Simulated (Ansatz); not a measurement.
**MgO (Fm-3m): energy and pressure against volume**

An exercise on one series of results from a longer session: the logs are not shown, and one member is left open.

The COD entry's cell or inner coordinates are ideal or old and differ from later refinements, so a difference from it is no clean test against experiment.

Method: DFT r²SCAN, scalar-relativistic, plane waves, PAW, in Ansatz 0.2.0.

**Starting point**

Symmetry: Fm-3m, No. 225, cubic system. The conventional cell has a = 4.204 Å, b = 4.204 Å, c = 4.204 Å, α = 90.00°, β = 90.00°, γ = 90.00°. Around Mg (site symmetry m-3m) lie 6 O at 2.10 Å. O (site symmetry m-3m) is surrounded by 6 Mg at 2.10 Å.

Coordinates:

```
Mg O
1.0
     0.00000    2.10221    2.10221
     2.10221    0.00000    2.10221
     2.10221    2.10221    0.00000
Mg O
1 1
Direct
  0.00000 0.00000 0.00000
  0.50000 0.50000 0.50000
```

An earlier run at r²SCAN left this cell at 9.290 Å³/atom and 0.00 GPa (8×8×8 mesh).

Set-up of the first run:

File input.yaml:

```yaml
crystal:
  lattice:
    - [0.0, 2.0738012913, 2.0738012913]
    - [2.0738012913, 0.0, 2.0738012913]
    - [2.0738012913, 2.0738012913, 0.0]
  atoms:
    - { symbol: Mg, position: [0.0, 0.0, 0.0] }
    - { symbol: O, position: [0.5, 0.5, 0.5] }
basis:
  ecutwfc: 500
  ecutrho_ratio: 4
kpoints:
  mp_grid: { grid: [8, 8, 8] }
hamiltonian:
  xc: r2scan
scf:
  occupations: { method: gaussian, width: 0.05 }
output:
  forces: true
  stress: true
  eigenvalues: true
```

Command:

```sh
$ ansatz run input.yaml --threads 1 --pin off --max-ram 2560MiB --backend cpu --events-out ev --progress --plain --runs-dir out
```

Among the steps run: Volume × 0.96; Volume × 1.04; Volume × 0.92; Volume × 0.88; Volume × 0.84; Volume × 0.8; Volume × 0.76; Volume × 0.72; Volume × 0.68; Volume × 0.64.

One of the session's tables, all rows but one given; the rest of the session is left out.

It belongs to the step «The curve». 

```
volume (Å³/atom)  energy above the lowest (meV/atom)  pressure (GPa)  gap on the mesh (eV)
           5.946                              1321.2           185.2                 10.19
           6.317                               944.5           141.4                 10.24
           6.689                                   ?               ?                     ?
           7.061                               441.7            80.2                  8.99
           7.432                               281.6            58.7                  8.29
           7.804                               166.1            41.5                  7.66
           8.175                                86.4            27.7                  7.09
           8.547                                35.6            16.5                  6.58
           8.919                                 8.3             7.4                  6.11
           9.290                                 0.0             0.0                  5.68
           9.662                                 7.2            -6.0                  5.29
```

Estimate the missing values for volume (Å³/atom) = 6.689.

Worked estimate for «energy above the lowest (meV/atom)». A straight line through the neighbours (6.317, 944.5) and (7.061, 441.7) gives 944.5 + (441.7 − 944.5) × (6.689 − 6.317) / (7.061 − 6.317) = 693.1; a parabola fitted to 4 rows on both sides gives 656.9.

As computed: energy above the lowest (meV/atom): 657.8; pressure (GPa): 107.2; gap on the mesh (eV): 9.78. In «energy above the lowest (meV/atom)» the line misses by +35.3 and the parabola by -0.9.

To keep in mind: The k mesh is not the same at all volumes. Other structures may be lower in enthalpy at these pressures.
